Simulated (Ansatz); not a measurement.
# Ge (Ge (111), 4 layers): how the settings move a relaxation

Question: which choices in the input matter for Ge (Ge (111), 4 layers)?

Computed with Ansatz 0.2.0 (reference: DFT, PBE, PAW with Ansatz's default frozen-core files, scalar-relativistic, unless a step's input says otherwise).

## 1. The structure to begin with

Symmetry: P-3m1, No. 164, trigonal system. The conventional cell has a = 4.074 Å, b = 4.074 Å, c = 20.158 Å, α = 90.00°, β = 90.00°, γ = 120.00°. Around Ge (site symmetry 3m) lie 3 Ge at 2.49 Å. Around Ge (site symmetry 3m) lie 4 Ge at 2.49 Å.

As a file:

```xyz
4
Lattice="4.0736 0.0000 0.0000 -2.0368 3.5278 0.0000 0.0000 0.0000 20.1576" Properties=species:S:1:pos:R:3 pbc="T T T"
Ge    0.0000    1.1759    8.0000
Ge    0.0000    3.5278    8.8315
Ge    0.0000    3.5278   11.3261
Ge    2.0368    2.3519   12.1576
```

## 2. Baseline

File input.yaml:

```yaml
crystal:
  lattice:
    - [4.0736070246, 0.0, 0.0]
    - [-2.0368035123, 3.5278471684, 0.0]
    - [0.0, 0.0, 20.1576]
  atoms:
    - { symbol: Ge, position: [0.1666666665, 0.3333333335, 0.396872451] }
    - { symbol: Ge, position: [0.5000000005, 0.9999999995, 0.4381234709] }
    - { symbol: Ge, position: [0.5000000005, 0.9999999995, 0.5618765296] }
    - { symbol: Ge, position: [0.8333333335, 0.6666666665, 0.603127549] }
kpoints:
  mp_grid: { grid: [9, 9, 1] }
scf:
  occupations: { method: fermi_dirac, width: 0.02 }
hamiltonian:
  xc: pbe
  pseudopotentials: { kind: paw }
output:
  forces: true
  stress: true
  eigenvalues: true
relax:
  f_tol: 0.01
  max_steps: 40
efield:
  axis: 3
  amplitude: 0
  dipole_correction: true
```

Launch:

```sh
> ansatz run input.yaml --threads 1 --pin off --max-ram 3584MiB --backend cpu --events-out ev --progress --plain --runs-dir out
```

## 3. Changing settings: symmetry.detect false, mp_grid.shift [0.5, 0.5, 0.0], lower_state_search off

input.yaml, as its differences from that of step 2:

```diff
@@ -10,6 +10,8 @@
     - { symbol: Ge, position: [0.8333333335, 0.6666666665, 0.603127549] }
+  symmetry: { detect: false }
 kpoints:
-  mp_grid: { grid: [9, 9, 1] }
+  mp_grid: { grid: [9, 9, 1], shift: [0.5, 0.5, 0.0] }
 scf:
   occupations: { method: fermi_dirac, width: 0.02 }
+  lower_state_search: "off"
 hamiltonian:
```

Before running it: what results should come out? Wanted: for each run, ending; energy change; gap; force.

The runs gave:

| run | ending | energy change | gap (eV) | force (eV/Å) | cycles | time |
| --- | --- | --- | --- | --- | --- | --- |
| reference | converged | 0 | 0.00 | 0.00 | 27 | 24 s |
| 1: symmetry.detect false, mp_grid.shift [0.5, 0.5, 0.0], lower_state_search off | converged | -0.6 meV/atom | 0.13 | 0.01 | 33 | 1.7 min |

**Reading.** Changing the use of symmetry, k-point mesh and search for lower states moves the energy by -0.6 meV/atom, and the mesh shows a spacing of 0.13 eV at the Fermi level, which on a coarse mesh need not be a gap. A gap read on a mesh depends on which points the mesh holds, and a coarse mesh shifts the density too. Cost: 33 SCF cycles against 27, 1.7 min against 24 s.
